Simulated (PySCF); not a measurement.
# C₅H₈OSi₂: runs on many settings

Which settings matter for C₅H₈OSi₂ (`C#C[Si@@H](C#C[SiH3])OC`), and how do bad ones show?

Programs: PySCF 2.14.0, with density-fitted response routines of our own. Each step states its level of theory. These are calculated values for one molecule in the gas phase, unless marked as measured. Atoms count from 0, in the outputs and in this text.

### 1 The molecule as given

16 atoms, charge 0, multiplicity 1; geometry from: GFN2-xTB.

Bonds of the start (Å): C0–C1 1.20, C1–Si2 1.86, Si2–C3 1.86, C3–C4 1.21, C4–Si5 1.85, Si2–O6 1.63, O6–C7 1.39, C0–H8 1.05, Si2–H9 1.46, Si5–H10 1.47, Si5–H11 1.47, Si5–H12 1.47, C7–H13 1.09, C7–H14 1.09, C7–H15 1.09.

### 2 Shielding tensors: PBE0/pcSseg-1

What the job is given:

```
{"job": {"kind": "nmr", "xc": "PBE0", "basis": "pcSseg-1"}, "charge": 0, "multiplicity": 1}
C     -1.774463     2.777178    -1.110558
C     -1.248523     1.705999    -1.255147
Si    -0.467961     0.032656    -1.477491
C      0.952300     0.012935    -0.277655
C      1.858062    -0.032675     0.525032
Si     3.243198    -0.097692     1.747433
O     -1.514539    -1.180691    -1.200792
C     -2.224009    -1.506453    -0.048051
H     -2.229480     3.718109    -0.986137
H     -0.109110    -0.268619    -2.855374
H      2.703364    -0.580543     3.022758
H      3.794150     1.251585     1.897845
H      4.261982    -1.021521     1.240629
H     -2.788717    -2.418683    -0.246436
H     -2.917492    -0.704802     0.219673
H     -1.546362    -1.677839     0.792860
```

With the program's defaults for keys left out, this is: GIAO PBE0/pcSseg-1 NMR shielding, non-relativistic, gas phase.

Started as:

```bash
OMP_NUM_THREADS=1 python probes_run.py task.json out
```

This one command runs all jobs of the session in turn.

Output:

```text
coarse grid: 14728 points
cycle   1  E = -848.6735287402  dE =  8.117e-01  |g| = 7.519e-01  |ddm| = 3.829e+00
cycle   2  E = -848.5706453473  dE =  1.029e-01  |g| = 1.060e+00  |ddm| = 1.560e+00
cycle   3  E = -848.7840657239  dE = -2.134e-01  |g| = 1.548e-01  |ddm| = 9.630e-01
cycle   4  E = -848.7887605305  dE = -4.695e-03  |g| = 4.023e-02  |ddm| = 1.541e-01
cycle   5  E = -848.7889916351  dE = -2.311e-04  |g| = 2.835e-02  |ddm| = 5.180e-02
cycle   6  E = -848.7891871151  dE = -1.955e-04  |g| = 6.201e-03  |ddm| = 2.138e-02
cycle   7  E = -848.7891956737  dE = -8.559e-06  |g| = 2.082e-03  |ddm| = 6.271e-03
final grid: 134080 points
cycle   8  E = -848.8491772224  dE = -1.731e-05  |g| = 1.050e-02  |ddm| = 3.546e-02
cycle   9  E = -848.8491382169  dE =  3.901e-05  |g| = 1.711e-02  |ddm| = 1.839e-02
cycle  10  E = -848.8491975546  dE = -5.934e-05  |g| = 3.177e-03  |ddm| = 1.208e-02
cycle  11  E = -848.8492000107  dE = -2.456e-06  |g| = 6.374e-04  |ddm| = 2.311e-03
cycle  12  E = -848.8492000980  dE = -8.731e-08  |g| = 1.952e-04  |ddm| = 6.046e-04
cycle  13  E = -848.8492001052  dE = -7.207e-09  |g| = 9.072e-05  |ddm| = 1.758e-04
cycle  14  E = -848.8492001071  dE = -1.888e-09  |g| = 2.287e-05  |ddm| = 7.008e-05
cycle  15  E = -848.8492001073  dE = -1.232e-10  |g| = 2.968e-06  |ddm| = 2.239e-05
converged SCF energy = -848.8492001073

GIAO shielding tensors (ppm)
atom      isotropic    diamagn.    paramagn.     s11        s22        s33       span
  0 C       85.560     261.219    -175.659      0.204      7.811    248.666    248.461
  1 C       99.111     261.970    -162.859     -0.433      8.656    289.112    289.545
  2 Si     416.365     880.854    -464.489    378.328    397.792    472.976     94.648
  3 C       68.370     267.829    -199.458    -34.232    -25.143    264.485    298.717
  4 C       76.438     264.306    -187.868    -20.479    -10.002    259.796    280.276
  5 Si     448.424     882.069    -433.645    441.077    443.642    460.554     19.477
  6 O      317.346     394.673     -77.327    259.935    332.759    359.344     99.409
  7 C      134.858     245.130    -110.272    109.286    111.023    184.265     74.979
  8 H       29.785      33.514      -3.728     24.768     24.905     39.683     14.915
  9 H       26.891      27.872      -0.981     23.542     24.652     32.478      8.936
 10 H       27.450      29.522      -2.072     23.986     26.119     32.247      8.261
 11 H       27.461      28.780      -1.319     23.933     26.032     32.418      8.484
 12 H       27.476      28.295      -0.819     23.969     25.842     32.618      8.649
 13 H       27.754      27.460       0.295     23.465     25.519     34.279     10.814
 14 H       27.845      29.658      -1.813     23.653     26.324     33.559      9.906
 15 H       27.851      31.697      -3.846     23.401     26.896     33.255      9.854
```

It took 16 s on 1 thread of AMD EPYC 9R45, shared host; peak memory 0.9 GiB.

Shifts follow as δ = σ(reference) − σ, with reference shieldings (ppm) from runs at the same level and on the same kind of geometry: 1H TMS 31.72, 13C TMS 186.9, 29Si TMS 349.2, 17O H2O 336.1. The references are single molecules in the gas phase, so shifts against H2O, NH3, PH3, H3PO4 or CFCl3 are not on the usual liquid scales and can be off by tens of ppm. Atoms listed in one row are averaged.

```tsv
atoms	environment	σ (ppm)	δ (ppm)	δ scaled to CDCl3
C3	alkyne carbon	68.4	118.6	113.8
C4	alkyne carbon	76.4	110.5	105.9
C0	terminal alkyne carbon	85.6	101.4	97.0
C1	alkyne carbon	99.1	87.8	83.8
C7	methyl carbon bonded to O	134.9	52.1	48.9
H9	hydrogen on a silicon bonded to 2 C, O	26.89	4.83	–
H10, H11, H12	hydrogen on a silicon bonded to C	27.46	4.25	–
H13, H14, H15	hydrogen on a methyl carbon bonded to O	27.82	3.90	3.78
H8	hydrogen on a terminal alkyne carbon	29.79	1.93	1.93
Si2	silicon bonded to 2 C, O, H	416.4	-67.2	–
Si5	silicon bonded to C, 3 H	448.4	-99.3	–
O6	oxygen bonded to C, Si	317.3	18.7	–
```

The scaled column applies a straight-line fit of computed shieldings to shifts measured in CDCl3 (root-mean-square error 0.16 ppm for H, 1.9 ppm for C).

Charges from the same density, by scheme (e):

```tsv
atoms	Mulliken	IAO	Hirshfeld	ESP fit
C0	-0.18	-0.18	-0.08	-0.30
C1	-0.21	-0.35	-0.16	-0.20
Si2	1.03	1.16	0.45	0.71
C3	-0.29	-0.33	-0.15	-0.23
C4	-0.31	-0.30	-0.14	-0.17
Si5	0.53	0.63	0.35	0.43
O6	-0.62	-0.63	-0.22	-0.38
C7	-0.01	-0.20	-0.03	-0.09
```

Mayer bond orders: C0–C1 2.56, C1–Si2 0.87, Si2–C3 0.89, C3–C4 2.51, C4–Si5 0.96, Si2–O6 1.04, O6–C7 0.89.

### 3 TDDFT and polarisability: PBE0/def2-SVPD

Settings changed since step 2:

```diff
@@ -1,2 +1,2 @@
-{"job": {"kind": "nmr", "xc": "PBE0", "basis": "pcSseg-1"}, "charge": 0, "multiplicity": 1}
+{"job": {"kind": "uv", "xc": "PBE0", "basis": "def2-SVPD", "nstates": 6, "ntriplets": 2}, "charge": 0, "multiplicity": 1}
 C     -1.774463     2.777178    -1.110558
```

Level: TDDFT PBE0/def2-SVPD, vertical, gas phase, core orbitals frozen in the response.

Output:

```text
coarse grid: 14728 points
cycle   1  E = -848.3002215001  dE =  7.590e-01  |g| = 7.054e-01  |ddm| = 1.017e+01
cycle   2  E = -848.1944132434  dE =  1.058e-01  |g| = 1.020e+00  |ddm| = 3.098e+00
cycle   3  E = -848.4040135190  dE = -2.096e-01  |g| = 1.479e-01  |ddm| = 1.510e+00
cycle   4  E = -848.4085608635  dE = -4.547e-03  |g| = 4.356e-02  |ddm| = 3.130e-01
cycle   5  E = -848.4088493086  dE = -2.884e-04  |g| = 3.124e-02  |ddm| = 1.110e-01
cycle   6  E = -848.4090940085  dE = -2.447e-04  |g| = 5.544e-03  |ddm| = 4.531e-02
cycle   7  E = -848.4091009875  dE = -6.979e-06  |g| = 2.135e-03  |ddm| = 1.528e-02
final grid: 134080 points
cycle   8  E = -848.5288218266  dE = -1.649e-05  |g| = 9.576e-03  |ddm| = 1.309e-01
cycle   9  E = -848.5287844281  dE =  3.740e-05  |g| = 1.601e-02  |ddm| = 3.347e-02
cycle  10  E = -848.5288403651  dE = -5.594e-05  |g| = 2.987e-03  |ddm| = 2.417e-02
cycle  11  E = -848.5288425988  dE = -2.234e-06  |g| = 5.583e-04  |ddm| = 4.993e-03
cycle  12  E = -848.5288426708  dE = -7.197e-08  |g| = 1.613e-04  |ddm| = 1.019e-03
cycle  13  E = -848.5288426755  dE = -4.733e-09  |g| = 8.495e-05  |ddm| = 3.114e-04
cycle  14  E = -848.5288426772  dE = -1.687e-09  |g| = 1.976e-05  |ddm| = 1.353e-04
cycle  15  E = -848.5288426773  dE = -1.057e-10  |g| = 2.740e-06  |ddm| = 4.639e-05
converged SCF energy = -848.5288426773

Static polarisability (au): isotropic 113.539, principal 90.328 106.003 144.285

Singlet excitations
state   eV       nm        f      main configurations
  1   5.4131    229.0   0.00067   H->L 0.71, H-1->L 0.14
  2   5.7399    216.0   0.00635   H-1->L 0.50, H->L+1 0.26
  3   5.8416    212.2   0.00121   H-2->L 0.22, H-1->L+1 0.21, H->L+1 0.14
  4   5.9176    209.5   0.00093   H-1->L+1 0.41, H-2->L 0.20, H-3->L 0.16
  5   6.1559    201.4   0.01034   H-3->L 0.32, H-2->L 0.29, H-2->L+1 0.10
  6   6.3086    196.5   0.01347   H-4->L 0.74

Triplet excitations (Tamm-Dancoff, eV): 4.5507 4.8717
```

Wall time 22 s (1 thread of AMD EPYC 9R45, shared host); peak memory 1.1 GiB.

Frontier orbitals and where they lie:

```tsv
orbital	eV	atoms
HOMO−3	-8.55	O6 20 %, C1 18 %, C0 16 %
HOMO−2	-8.50	C1 35 %, C0 34 %, Si2 7 %
HOMO−1	-8.31	C3 34 %, C4 34 %, Si5 6 %
HOMO	-8.13	C4 27 %, C3 26 %, C0 14 %
LUMO	-1.08	C3 19 %, C4 19 %, Si2 17 %
LUMO+1	-0.65	C4 24 %, C3 23 %, Si5 12 %
LUMO+2	0.19	C0 23 %, C1 22 %, Si2 14 %
```

With each of the 6 states as a Gaussian band of 0.4 eV half-width at 1/e, the curve within the window shown has maxima at 201 nm (ε 1,000) L/(mol cm). Beyond the last state computed it falls off for lack of states. The curve at chosen wavelengths:

```tsv
nm	ε (L/mol/cm)
188	433
191	639
194	832
196	933
199	1021
202	1029
205	973
207	911
210	801
213	686
216	576
218	507
221	411
224	326
227	251
229	208
232	153
235	109
238	76
240	59
243	40
246	26
249	17
251	13
254	8
257	5
```

Ground-state properties from the same run:

```tsv
property	computed
dipole moment (D)	1.46
polarisability (Å³)	16.82
HOMO–LUMO gap (eV)	7.05
−ε(HOMO) (eV)	8.13
```

### 4 Shielding tensors: HF/6-311G**

Settings changed since step 3:

```diff
@@ -1,2 +1,2 @@
-{"job": {"kind": "uv", "xc": "PBE0", "basis": "def2-SVPD", "nstates": 6, "ntriplets": 2}, "charge": 0, "multiplicity": 1}
+{"job": {"kind": "nmr", "xc": "HF", "basis": "6-311G**", "pop": false}, "charge": 0, "multiplicity": 1}
 C     -1.774463     2.777178    -1.110558
```

Level: GIAO HF/6-311G** NMR shielding, non-relativistic, gas phase.

Output:

```text
final grid: 134080 points
cycle   1  E = -846.6152190858  dE =  1.144e+00  |g| = 6.582e-01  |ddm| = 3.270e+00
cycle   2  E = -846.7239208816  dE = -1.087e-01  |g| = 3.294e-01  |ddm| = 9.831e-01
cycle   3  E = -846.7439425179  dE = -2.002e-02  |g| = 9.219e-02  |ddm| = 2.787e-01
cycle   4  E = -846.7464096574  dE = -2.467e-03  |g| = 1.665e-02  |ddm| = 1.550e-01
cycle   5  E = -846.7464986738  dE = -8.902e-05  |g| = 3.402e-03  |ddm| = 3.071e-02
cycle   6  E = -846.7465039963  dE = -5.323e-06  |g| = 1.023e-03  |ddm| = 5.636e-03
cycle   7  E = -846.7465046393  dE = -6.430e-07  |g| = 4.814e-04  |ddm| = 1.807e-03
cycle   8  E = -846.7465048091  dE = -1.698e-07  |g| = 2.754e-04  |ddm| = 7.060e-04
cycle   9  E = -846.7465048861  dE = -7.699e-08  |g| = 1.432e-04  |ddm| = 4.472e-04
cycle  10  E = -846.7465049237  dE = -3.753e-08  |g| = 5.991e-05  |ddm| = 3.611e-04
cycle  11  E = -846.7465049305  dE = -6.810e-09  |g| = 2.699e-05  |ddm| = 1.860e-04
cycle  12  E = -846.7465049310  dE = -5.541e-10  |g| = 8.088e-06  |ddm| = 5.399e-05
converged SCF energy = -846.7465049310

GIAO shielding tensors (ppm)
atom      isotropic    diamagn.    paramagn.     s11        s22        s33       span
  0 C       91.755     261.628    -169.873      8.674     16.200    250.389    241.715
  1 C      110.455     268.956    -158.501     12.535     21.355    297.474    284.939
  2 Si     454.258     873.879    -419.621    423.109    440.005    499.661     76.552
  3 C       77.681     271.015    -193.334    -24.666    -15.253    272.963    297.628
  4 C       82.733     268.865    -186.132    -16.107     -5.479    269.786    285.893
  5 Si     478.566     876.010    -397.443    474.475    476.657    484.567     10.091
  6 O      343.146     395.260     -52.114    291.534    360.904    377.001     85.467
  7 C      148.774     241.381     -92.607    127.047    127.969    191.304     64.257
  8 H       30.277      32.250      -1.973     25.260     25.375     40.196     14.936
  9 H       27.990      28.261      -0.271     24.614     25.655     33.702      9.088
 10 H       28.258      29.738      -1.480     24.814     26.899     33.061      8.247
 11 H       28.273      29.222      -0.949     24.776     26.794     33.249      8.473
 12 H       28.281      28.808      -0.526     24.807     26.623     33.414      8.607
 13 H       28.622      28.839      -0.217     24.196     26.294     35.376     11.180
 14 H       28.869      30.228      -1.360     24.521     27.587     34.498      9.977
 15 H       28.860      31.438      -2.577     24.233     28.179     34.170      9.937
```

Wall time 8.8 s (1 thread of AMD EPYC 9R45, shared host); peak memory 0.92 GiB.

In short: δ C3 118.4, C4 113.4, C0 104.3, C1 85.6, H9 4.51, H10 4.23 ppm (means over like atoms).

### 5 TDDFT and polarisability: PBE0/pcX-1

Settings changed since step 4:

```diff
@@ -1,2 +1,2 @@
-{"job": {"kind": "nmr", "xc": "HF", "basis": "6-311G**", "pop": false}, "charge": 0, "multiplicity": 1}
+{"job": {"kind": "uv", "xc": "PBE0", "basis": "pcX-1", "nstates": 25, "ntriplets": 5, "tda": true, "grid": 0, "scf": {"max_cycle": 71}}, "charge": 0, "multiplicity": 5}
 C     -1.774463     2.777178    -1.110558
```

With the program's defaults for keys left out, this is: PBE0/pcX-1.

Output:

```text
KeyError: 'Element h (Z=1) not found in basis pcX-1 version 1'
```

It took 0.01 s on 1 thread of AMD EPYC 9R45, shared host.

Why it failed: The basis pcX-1 has no functions for an element of the molecule, so the input was refused before any integral. Besides, the multiplicity was changed in this input. The remedy is to choose a basis that covers all elements, and undo the other change.

### 6 Nuclear shieldings: PBE0/MINI

Settings changed since step 5:

```diff
@@ -1,2 +1,2 @@
-{"job": {"kind": "uv", "xc": "PBE0", "basis": "pcX-1", "nstates": 25, "ntriplets": 5, "tda": true, "grid": 0, "scf": {"max_cycle": 71}}, "charge": 0, "multiplicity": 5}
+{"job": {"kind": "nmr", "xc": "PBE0", "basis": "MINI", "pop": false}, "charge": 0, "multiplicity": 1}
 C     -1.774463     2.777178    -1.110558
```

With the program's defaults for keys left out, this is: GIAO PBE0/MINI NMR shielding, non-relativistic, gas phase.

Output:

```text
coarse grid: 14728 points
cycle   1  E = -843.4179579990  dE =  8.867e-01  |g| = 5.011e-01  |ddm| = 6.261e+00
cycle   2  E = -843.3447646602  dE =  7.319e-02  |g| = 7.593e-01  |ddm| = 2.202e+00
cycle   3  E = -843.5097527587  dE = -1.650e-01  |g| = 6.672e-02  |ddm| = 1.387e+00
cycle   4  E = -843.5114412738  dE = -1.689e-03  |g| = 2.775e-02  |ddm| = 1.970e-01
cycle   5  E = -843.5115693996  dE = -1.281e-04  |g| = 2.113e-02  |ddm| = 6.043e-02
cycle   6  E = -843.5117026868  dE = -1.333e-04  |g| = 2.253e-03  |ddm| = 2.934e-02
cycle   7  E = -843.5117044864  dE = -1.800e-06  |g| = 7.485e-04  |ddm| = 4.708e-03
final grid: 134080 points
cycle   8  E = -843.5510408561  dE = -8.499e-06  |g| = 3.781e-03  |ddm| = 1.911e-02
cycle   9  E = -843.5510348567  dE =  5.999e-06  |g| = 6.022e-03  |ddm| = 1.407e-02
cycle  10  E = -843.5510447476  dE = -9.891e-06  |g| = 1.593e-03  |ddm| = 8.982e-03
cycle  11  E = -843.5510454871  dE = -7.395e-07  |g| = 2.305e-04  |ddm| = 2.111e-03
cycle  12  E = -843.5510455045  dE = -1.738e-08  |g| = 3.968e-05  |ddm| = 4.492e-04
cycle  13  E = -843.5510455049  dE = -4.388e-10  |g| = 2.107e-05  |ddm| = 8.997e-05
converged SCF energy = -843.5510455049

GIAO shielding tensors (ppm)
atom      isotropic    diamagn.    paramagn.     s11        s22        s33       span
  0 C      144.514     262.824    -118.310     86.263     91.042    256.238    169.975
  1 C      167.939     261.000     -93.061    104.645    108.940    290.233    185.588
  2 Si     664.927     869.393    -204.466    607.611    655.301    731.868    124.258
  3 C      146.301     261.409    -115.107     82.422     86.359    270.123    187.701
  4 C      156.503     260.771    -104.269     97.339    103.418    268.751    171.412
  5 Si     716.161     875.326    -159.165    688.324    689.143    771.016     82.693
  6 O      465.856     381.039      84.817    261.747    548.580    587.241    325.493
  7 C      166.688     242.134     -75.446    143.883    146.456    209.724     65.842
  8 H       27.420      27.163       0.257     21.876     22.094     38.291     16.414
  9 H       26.895      28.120      -1.225     22.447     23.684     34.553     12.106
 10 H       28.152      27.834       0.317     23.624     26.546     34.286     10.662
 11 H       28.114      28.195      -0.081     23.493     26.359     34.491     10.998
 12 H       28.135      28.268      -0.132     23.552     26.070     34.784     11.231
 13 H       27.459      28.216      -0.757     22.263     24.585     35.529     13.266
 14 H       27.961      26.683       1.278     22.871     26.796     34.216     11.345
 15 H       28.026      24.985       3.041     22.484     27.765     33.828     11.345
```

Wall time 3 s (1 thread of AMD EPYC 9R45, shared host).

This run: δ C0 82.2, C3 80.4, C4 70.2, C7 60.0, H9 3.83, H8 3.30 ppm.

### 7 Side by side: NMR shifts

Shifts (ppm) of some atoms, chosen among heavy atoms and hydrogens apart, means over like atoms, with basis size and wall time:

```tsv
run	C3	C4	C0	C1	H10	H8	O6	functions	time
PBE0/pcSseg-1	118.6	110.5	101.4	87.8	4.25	1.93	18.7	190	16 s
HF/6-311G**	118.4	113.4	104.3	85.6	4.23	2.22	-1.0	208	8.8 s
PBE0/MINI	80.4	70.2	82.2	58.8	2.59	3.30	-89.5	56	3 s
```

### 8 Summary of results

```
                                                              quantity                                            value
                                13C shifts against TMS (PBE0/pcSseg-1)              118.6, 110.5, 101.4, 87.8, 52.1 ppm
1H shifts against TMS (PBE0/pcSseg-1, means over atoms taken as alike)                       4.83, 4.25, 3.90, 1.93 ppm
                               29Si shifts against TMS (PBE0/pcSseg-1)                                 -67.2, -99.3 ppm
                                17O shifts against H2O (PBE0/pcSseg-1)                                         18.7 ppm
                                       lowest singlet (PBE0/def2-SVPD)                      5.41 eV (229 nm), f = 0.001
                              brightest single state of those computed                      state 6, 6.31 eV, f = 0.013
                                                        lowest triplet                                          4.55 eV
                        range of the shift of O6 (minimal bases aside)                                 -1.0 to 18.7 ppm
                                         property runs in this session  5, of which 1 failed and 1 gave unsound results
```

What this shows: Single values in the summary come from the first sound run of each kind (PBE0/pcSseg-1; PBE0/def2-SVPD), which need not be the best level. The lowest singlet, at 5.41 eV, is HOMO→LUMO 0.71, HOMO−1→LUMO 0.14 and is dark; of the 6 states computed, the strongest absorption comes from state 6 at 6.31 eV (the last computed, so partners may be missing). The lowest triplet lies 0.86 eV below the lowest singlet (triplets in Tamm-Dancoff, singlets in full TDDFT). Leaving out the minimal-basis runs, which are unusable for shieldings: Across the 2 runs the shift of O6 moves most, between -1.0 (HF/6-311G**) and 18.7 ppm (PBE0/pcSseg-1).
